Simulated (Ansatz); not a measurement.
C2H3Sn, SMILES C#[C][SnH2]: vertical spin-state energies, run with the Ansatz DFT code, driven from Python.

The script reads `c2h3sn.xyz`:
```text
6

C    -0.38640   -1.88170   -0.16450
C    -0.01250   -0.72640    0.00110
Sn    0.69800    1.21160    0.29760
H    -0.73490   -2.80360   -0.33650
H     0.81570    2.04570   -1.23840
H    -0.33790    2.09030    1.39460
```

`spin_c2h3sn.py`
```python
# -*- coding: utf-8 -*-
"""Vertical spin-state energies of C2H3Sn."""

import ansatz

params = {
    "basis": "x2c-TZVPPall",
    "xc": "HF",
}

system = ansatz.Crystal.molecule_from_extxyz("c2h3sn.xyz")

job = (
    system.calculation()
    .basis(gaussian=params["basis"])
    .functional(params["xc"])
)
found = {}
for unpaired in [1, 3]:
    summary = job.spin("collinear", total=unpaired).run(threads=1).report
    s = unpaired / 2
    found[unpaired] = summary["free_energy_ev"]
    print(f"2S+1 = {unpaired + 1}: E = {found[unpaired]:.5f} eV, <S^2> = {abs(summary['mean_field']['state']['spin_squared']):.3f} (pure state {s * (s + 1):.2f})")
lowest = min(found, key=found.get)
for unpaired, e in found.items():
    print(f"multiplicity {unpaired + 1}: {23.060548 * (e - found[lowest]):.1f} kcal/mol above the lowest")
```

Which spin state is lowest at this geometry, and how far above lie the others?

In order: multiplicity 2 (+0.00 eV) and multiplicity 4 (+4.20 eV), all at the one geometry.

The run itself:

```console
$ python spin_c2h3sn.py
2S+1 = 2: E = -170107.48915 eV, <S^2> = 0.812 (pure state 0.75)
2S+1 = 4: E = -170103.29017 eV, <S^2> = 3.789 (pure state 3.75)
multiplicity 2: 0.0 kcal/mol above the lowest
multiplicity 4: 96.8 kcal/mol above the lowest
```

Notes:
- Total energies depend on the basis set; only differences at equal settings carry meaning.
- The geometry is a force-field or estimated start, not a minimum of this method, and the basis set is short of its limit. All parts are taken at fixed geometry, without zero-point energy.
- The species is open-shell (spin multiplicity 2).
- The expectation value of S² is noticeably off S(S+1) in at least one run, so that state is spin-contaminated.
- Hartree-Fock leaves correlation out, so it favours high-spin states too much.
- Spin-orbit coupling, which mixes and shifts the spin states of heavy atoms, is left out.
- Finished in 61 s on 1 thread of Arm Neoverse V2 (shared host), peak memory 0.8 GiB.
